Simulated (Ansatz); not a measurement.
# S (fcc type): a single-point run

The task is a single-point run on S (fcc type).

Method: DFT, PBEsol, PAW with Ansatz's default frozen-core files, scalar-relativistic, in Ansatz 0.2.0.

1 further run of the same task is left out (it didn't finish). Runs told in other sessions of the task aren't counted.

## 1. The system as given

It takes space group Fm-3m (No. 225, cubic). Conventional cell: a = 2.880 Å, b = 2.880 Å, c = 2.880 Å, α = 90.00°, β = 90.00°, γ = 90.00°. S (site symmetry m-3m) is surrounded by 12 S at 2.04 Å.

Coordinates:

```xyz
1
Lattice="0.0000 1.4401 1.4401 1.4401 0.0000 1.4401 1.4401 1.4401 0.0000" Properties=species:S:1:pos:R:3 pbc="T T T"
S     0.0000    0.0000    0.0000
```

## 2. The calculation

File input.yaml:

```yaml
crystal:
  lattice:
    - [0.0, 1.4401132317, 1.4401132317]
    - [1.4401132317, 0.0, 1.4401132317]
    - [1.4401132317, 1.4401132317, 0.0]
  atoms:
    - { symbol: S, position: [0.0, 0.0, 0.0] }
kpoints:
  mp_grid: { grid: [0, 18, 18] }
  band_path:
    path:
      - [0.0, 0.0, 0.0]
      - [0.5, 0.0, 0.5]
      - [0.625, 0.25, 0.625]
      - [0.375, 0.375, 0.75]
      - [0.0, 0.0, 0.0]
      - [0.5, 0.5, 0.5]
      - [0.5, 0.25, 0.75]
      - [0.5, 0.0, 0.5]
    npoints: 8
scf:
  occupations: { method: fermi_dirac, width: 0.08 }
  max_iter: 80
hamiltonian:
  xc: pbesol
  pseudopotentials: { kind: paw }
output:
  forces: true
  stress: true
  eigenvalues: true
  populations: true
```

The run is started by

```bash
$ ansatz run input.yaml --threads 1 --pin off --max-ram 2048MiB --backend cpu --events-out ev --progress --plain --runs-dir out
```

Q: Will this input give a usable result? If not, why, and what should change?

The run ended at the input check. It says: «invalid value for `kpoints.mp_grid.grid`: each dimension must be in 1..=255»

The suspect setting: kpoints.mp_grid.grid is [0, 18, 18]. The k-point mesh is ill-defined.

Remedy: set kpoints.mp_grid.grid to [18, 18, 18].
